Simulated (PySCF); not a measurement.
# Zn²⁺: dipole response in x2c-TZVPPall plus 1 even-tempered diffuse shell per l

Aim: the static polarisability and the C₆ coefficient of Zn²⁺, method by method.

Method: unrestricted determinants in a Gaussian basis, no spin-orbit coupling in the energies. Code: PySCF 2.14.0.

### 1 The atom as given

```
Element     : zinc (Z = 30)
Basis       : x2c-TZVPPall with one added diffuse shell each of s, p, d, f type (7s6p5d3f1g, 80 functions)
Hamiltonian : the spin-free X2C one-electron Hamiltonian (Gaussian nucleus)
State 1     : Zn²⁺: [Ar] 3d9 4s1, high-spin 3D determinant (an excited configuration)
Methods     : UHF, PBE, PBE0
```

The outer shells:

Zn2+ [Ar] 3d9 4s1
```
[Ar] core
3d [↑↓][↑↓][↑↓][↑↓][↑ ]
4s [↑ ]
```

One driver process ran all states and methods and kept the integrals in memory. Each run is shown as a PySCF script that sums up its settings (the driver passes frozen orbitals as a list and adds second-order terms of double hybrids); the logs are those of the runs themselves. The driver starts from symmetry-adapted Hartree-Fock orbitals, holds the occupation by maximum overlap and uses a logarithmic radial grid for functionals, so a plain start would take other cycles.

The integrals over 80 functions and the set-up took 0.65 s of CPU time.

### 2 Zn²⁺ [Ar] 3d9 4s1: the ladder of methods

UHF:

Input file input.py:

```python
from pyscf import gto, scf, dft, mp, cc
import basis_set_exchange as bse
mol = gto.M(atom="Zn 0 0 0", charge=2, spin=2, symmetry="D2h",
            basis=gto.basis.parse(bse.get_basis("x2c-TZVPPall", elements=["Zn"], fmt="nwchem", augment_diffuse=1)),
            nucmod="G")
mf = scf.UHF(mol).sfx2c1e()
mf.irrep_nelec = {'Ag': (6, 4), 'B1g': (1, 1), 'B2g': (1, 1), 'B3g': (1, 1), 'B1u': (2, 2), 'B2u': (2, 2), 'B3u': (2, 2)}
mf.kernel()
```

Standard output:

```text
damping factor = 0
level_shift factor = 0
DIIS = <class 'pyscf.scf.diis.CDIIS'>
diis_start_cycle = 1
diis_space = 10
diis_damp = 0
SCF conv_tol = 1e-09
SCF conv_tol_grad = None
number electrons alpha = 15  beta = 13
cycle= 1 E= -1793.05045470571  delta_E= -0.00544  |g|= 0.0276  |ddm|= 0.0311
cycle= 2 E= -1793.05053575494  delta_E= -8.1e-05  |g|= 0.00393  |ddm|= 0.00567
cycle= 3 E= -1793.05053869068  delta_E= -2.94e-06  |g|= 0.00075  |ddm|= 0.00192
cycle= 4 E= -1793.05053880994  delta_E= -1.19e-07  |g|= 0.000303  |ddm|= 0.000361
cycle= 5 E= -1793.05053884033  delta_E= -3.04e-08  |g|= 3.19e-05  |ddm|= 0.000247
cycle= 6 E= -1793.05053884089  delta_E= -5.57e-10  |g|= 6.62e-06  |ddm|= 3.58e-05
converged SCF energy = -1793.05053884089  <S^2> = 2.0007031  2S+1 = 3.0004687
```

It used 9.3 s of CPU time after the integrals (shared host).

Orbital energies by shell (radii are means over both spins):

```csv
shell,electrons,mean orbital energy (eV),spread (eV),rms radius (bohr)
1s α,1,-9759.7,0,0.0580
1s β,1,-9759.5,0,0.0580
2s α,1,-1264.6,0,0.244
2s β,1,-1263.2,0,0.244
2p α,3,-1095.9,1.359,0.219
2p β,3,-1094.6,0.059,0.219
3s α,1,-188.93,0,0.726
3s β,1,-185.38,0,0.726
3p α,3,-136.38,2.625,0.767
3p β,3,-132.55,1.801,0.767
3d α,5,-50.994,3.166,0.923
3d β,4,-49.100,2.444,0.923
4s α,1,-28.986,0,2.38
```

⟨S²⟩ = 2.001, ⟨L²⟩ = 6.01.

The driver then solved the coupled dipole response at imaginary frequencies: mean α = 13.68 bohr³ (xx, yy, zz: 14.05, 14.05, 12.93), C₆ = 45.63 au for a like pair.

PBE:

input.py, as changed from the run before:

```diff
@@ -5,3 +5,3 @@
             nucmod="G")
-mf = scf.UHF(mol).sfx2c1e()
+mf = dft.UKS(mol, xc="PBE").sfx2c1e()
 mf.irrep_nelec = {'Ag': (6, 4), 'B1g': (1, 1), 'B2g': (1, 1), 'B3g': (1, 1), 'B1u': (2, 2), 'B2u': (2, 2), 'B3u': (2, 2)}
```

Standard output:

```text
damping factor = 0
level_shift factor = 0
DIIS = <class 'pyscf.scf.diis.CDIIS'>
diis_start_cycle = 1
diis_space = 10
diis_damp = 0
SCF conv_tol = 1e-09
SCF conv_tol_grad = None
number electrons alpha = 15  beta = 13
XC functionals = PBE
    J. P. Perdew, K. Burke, and M. Ernzerhof.,  Phys. Rev. Lett. 77, 3865 (1996)
    J. P. Perdew, K. Burke, and M. Ernzerhof.,  Phys. Rev. Lett. 78, 1396 (1997)
    J. P. Perdew, K. Burke, and M. Ernzerhof.,  Phys. Rev. Lett. 77, 3865 (1996)
    J. P. Perdew, K. Burke, and M. Ernzerhof.,  Phys. Rev. Lett. 78, 1396 (1997)
cycle= 1 E= -1794.26361031137  delta_E= -0.0124  |g|= 0.195  |ddm|= 0.22
cycle= 2 E= -1794.2565063425  delta_E= 0.0071  |g|= 0.316  |ddm|= 0.138
cycle= 3 E= -1794.26857064447  delta_E= -0.0121  |g|= 0.00649  |ddm|= 0.0745
cycle= 4 E= -1794.26857710126  delta_E= -6.46e-06  |g|= 0.000176  |ddm|= 0.00293
cycle= 5 E= -1794.26857710566  delta_E= -4.4e-09  |g|= 1.13e-05  |ddm|= 5.51e-05
cycle= 6 E= -1794.26857710568  delta_E= -2.55e-11  |g|= 3.46e-06  |ddm|= 9.29e-06
converged SCF energy = -1794.26857710568  <S^2> = 2.0001966  2S+1 = 3.000131
```

CPU time 16 s on a shared host, the integrals not counted.

The driver then solved the coupled dipole response at imaginary frequencies: mean α = 10.72 bohr³ (xx, yy, zz: 10.91, 10.91, 10.34), C₆ = 35.25 au for a like pair.

PBE0:

input.py, as changed from the run before:

```diff
@@ -5,3 +5,3 @@
             nucmod="G")
-mf = dft.UKS(mol, xc="PBE").sfx2c1e()
+mf = dft.UKS(mol, xc="PBE0").sfx2c1e()
 mf.irrep_nelec = {'Ag': (6, 4), 'B1g': (1, 1), 'B2g': (1, 1), 'B3g': (1, 1), 'B1u': (2, 2), 'B2u': (2, 2), 'B3u': (2, 2)}
```

Standard output:

```text
damping factor = 0
level_shift factor = 0
DIIS = <class 'pyscf.scf.diis.CDIIS'>
diis_start_cycle = 1
diis_space = 10
diis_damp = 0
SCF conv_tol = 1e-09
SCF conv_tol_grad = None
number electrons alpha = 15  beta = 13
XC functionals = PBE0
    C. Adamo and V. Barone.,  J. Chem. Phys. 110, 6158 (1999)
    M. Ernzerhof and G. E. Scuseria.,  J. Chem. Phys. 110, 5029 (1999)
cycle= 1 E= -1794.2910334603  delta_E= -0.00913  |g|= 0.102  |ddm|= 0.161
cycle= 2 E= -1794.29018341111  delta_E= 0.00085  |g|= 0.134  |ddm|= 0.0762
cycle= 3 E= -1794.29230147169  delta_E= -0.00212  |g|= 0.00106  |ddm|= 0.0317
cycle= 4 E= -1794.29230171936  delta_E= -2.48e-07  |g|= 0.000236  |ddm|= 0.00177
cycle= 5 E= -1794.29230173187  delta_E= -1.25e-08  |g|= 1.68e-05  |ddm|= 0.000359
cycle= 6 E= -1794.29230173198  delta_E= -1.06e-10  |g|= 3.85e-06  |ddm|= 1.37e-05
converged SCF energy = -1794.29230173198  <S^2> = 2.0002526  2S+1 = 3.0001684
```

CPU time 23 s on a shared host, the integrals not counted.

The driver then solved the coupled dipole response at imaginary frequencies: mean α = 11.35 bohr³ (xx, yy, zz: 11.58, 11.58, 10.90), C₆ = 37.30 au for a like pair.

Radial density 4πr²ρ of Zn²⁺ at UHF:

```
r (bohr)   density  spin density
0.000823     0.238         0.000
 0.00138     0.596         0.000
 0.00233      1.48         0.001
 0.00392      3.55         0.002
 0.00659      8.02         0.004
  0.0111      16.4         0.009
  0.0186      28.1         0.013
  0.0313      36.5         0.013
  0.0527      32.7         0.004
  0.0887      30.3         0.019
   0.149      41.8         0.122
   0.251      28.4         0.416
   0.422      20.7         1.145
   0.710      21.7         1.116
    1.19      6.10         0.586
    2.01      1.01         0.595
    3.38     0.167         0.159
    5.68  0.000633         0.001
    9.56  5.90e-05         0.000
```

### 3 The response side by side

Zn²⁺ [Ar] 3d9 4s1, in atomic units:

```csv
method,mean α,C₆ (like pair),S(−4)
UHF,13.68,45.63,176.0
PBE,10.72,35.25,95.47
PBE0,11.35,37.30,111.0
```

α(iu) at PBE0:

| u (hartree) | α(iu) (bohr³) |
| --- | --- |
| 0 | 11.35 |
| 0.0500 | 11.08 |
| 0.100 | 10.36 |
| 0.200 | 8.305 |
| 0.300 | 6.415 |
| 0.500 | 4.063 |
| 0.750 | 2.695 |
| 1.00 | 2.009 |
| 1.50 | 1.331 |
| 2.00 | 0.9886 |
| 3.00 | 0.6359 |
| 5.00 | 0.3431 |

### 4 Results

| quantity | value |
| --- | --- |
| α of Zn²⁺ [Ar] 3d9 4s1 | 10.72 (PBE) to 13.68 (UHF) bohr³ |

A single London oscillator with the computed α and C₆ of Zn²⁺ [Ar] 3d9 4s1 at UHF would have ω = 4 C₆ / (3 α²) = 0.325 hartree. The basis is finite, and no extrapolation was made.
